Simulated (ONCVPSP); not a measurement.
# An ONCV potential for Mn, from input to tests

Aim: build the potential from the settings below, then test how well it stands in for the atom: other configurations, scattering, ghost states and the plane-wave cutoff that it needs.

Method: ONCVPSP 4.0.1, LDA (Perdew-Wang 92), non-relativistic.

**1. Starting point**

Typed settings, in words:

```json
{
  "element": "manganese (Mn, Z = 25)",
  "type": "optimised norm-conserving Vanderbilt (ONCV)",
  "frozen core": "[Ne]",
  "valence charge": "15",
  "reference configuration": "3s2 3p6 3d5 4s2",
  "partial waves": "3s+4s: rc 1.15 bohr, ncon 3, nbas 6, qcut 8.9 1/bohr, 2 projectors; 3p: rc 0.80 bohr, ncon 4, nbas 8, qcut 11.9 1/bohr, 2 projectors, debl 2 Ha; 3d: rc 0.90 bohr, ncon 3, nbas 6, qcut 12 1/bohr, 2 projectors, debl 2.6 Ha",
  "local potential": "polynomial inside 0.75 bohr (lpopt 5, dvloc0 0 Ha)",
  "core correction": "Teter function, fcfact 5.5, rcfact 1.5"
}
```

An earlier all-electron run gives the scale for the radii.

All-electron outer shells of the reference configuration (LDA (PZ), non-relativistic, ld1.x):

```csv
shell,level (eV),outermost node (bohr),outermost maximum (bohr)
2p,-627.68,–,0.19
3s,-83.71,0.35,0.75
3p,-54.18,0.31,0.75
3d,-7.25,–,0.75
4s,-5.21,1.07,2.51
4p,-1.50,1.16,3.38
```

**2. The generation run**

Contents of Mn.dat:

```
# ATOM AND REFERENCE CONFIGURATION
# atsym  z   nc   nv     iexc    psfile
  Mn 25.00    3    4  -001012      upf
#
#   n    l    f
    1    0    2.00
    2    0    2.00
    2    1    6.00
    3    0    2.00
    3    1    6.00
    3    2    5.00
    4    0    2.00
#
# PSEUDOPOTENTIAL AND OPTIMIZATION
# lmax
    2
#
#   l,   rc,      ep,       ncon, nbas, qcut
    0    1.15    0.00    3    6    8.90
    1    0.80    0.00    4    8   11.90
    2    0.90    0.00    3    6   12.00
#
# LOCAL POTENTIAL
# lloc, lpopt,  rc(5),   dvloc0
    4    5    0.75    0.00
#
# VANDERBILT-KLEINMAN-BYLANDER PROJECTORs
# l, nproj, debl
    0    2    0.90
    1    2    2.00
    2    2    2.60
#
# MODEL CORE CHARGE
# icmod, fcfact, rcfact
    3    5.50    1.50
#
# LOG DERIVATIVE ANALYSIS
# epsh1, epsh2, depsh
   -5.00    5.00    0.04
#
# OUTPUT GRID
# rlmax, drl
    6.00    0.01
#
# TEST CONFIGURATIONS
# ncnf
    4
# nvcnf
#   n    l    f
    4
    3    0    2.00
    3    1    6.00
    3    2    5.00
    4    0    1.00
#
    4
    3    0    2.00
    3    1    6.00
    3    2    5.00
    4    0    0.00
#
    4
    3    0    2.00
    3    1    6.00
    3    2    4.00
    4    0    0.00
#
    4
    3    0    2.00
    3    1    6.00
    3    2    5.50
    4    0    1.50
#
```

On the command line:

```bash
$ oncvpspnr.x < Mn.dat > Mn.out
```

**Question.** What will these runs give? Wanted: cutoffs for 1 and 0.1 mHa per electron, occupied waves; bound ghosts; GHOST(+) flags; largest test error; largest phase difference near zero energy, channels read; rms error of d²Exc/dn², without and with the model core.

**Answer**, as computed:

```
                                                quantity                          value
  cutoffs for 1 and 0.1 mHa per electron, occupied waves               77 Ha and 205 Ha
                                            bound ghosts                     none found
                                          GHOST(+) flags                    s at 352 eV
                            largest test error (AE − PS)  -7.7 meV, for 3s2 3p6 3d4 4s0
largest phase difference near zero energy, channels read                      0.000 rad
 rms error of d²Exc/dn², without and with the model core              2.64 and 1.08 mHa
```

In words: By total energies transferability is good: the largest error is 7.7 meV on 57.2 eV, for 3s2 3p6 3d4 4s0. It counts as very hard, with 77 Ha needed at the looser tolerance. The tighter tolerance needs 205 Ha, and converged work needs a cutoff nearer that. At the looser tolerance the 3d wave is the slowest; 3p needs 57 Ha. No bound ghost shows below the valence levels. Near zero energy the phases of the channels with partial waves agree within 0.001 rad. The program also flags highly localised states, GHOST(+) (s). All of this concerns the isolated atom, not yet a solid.
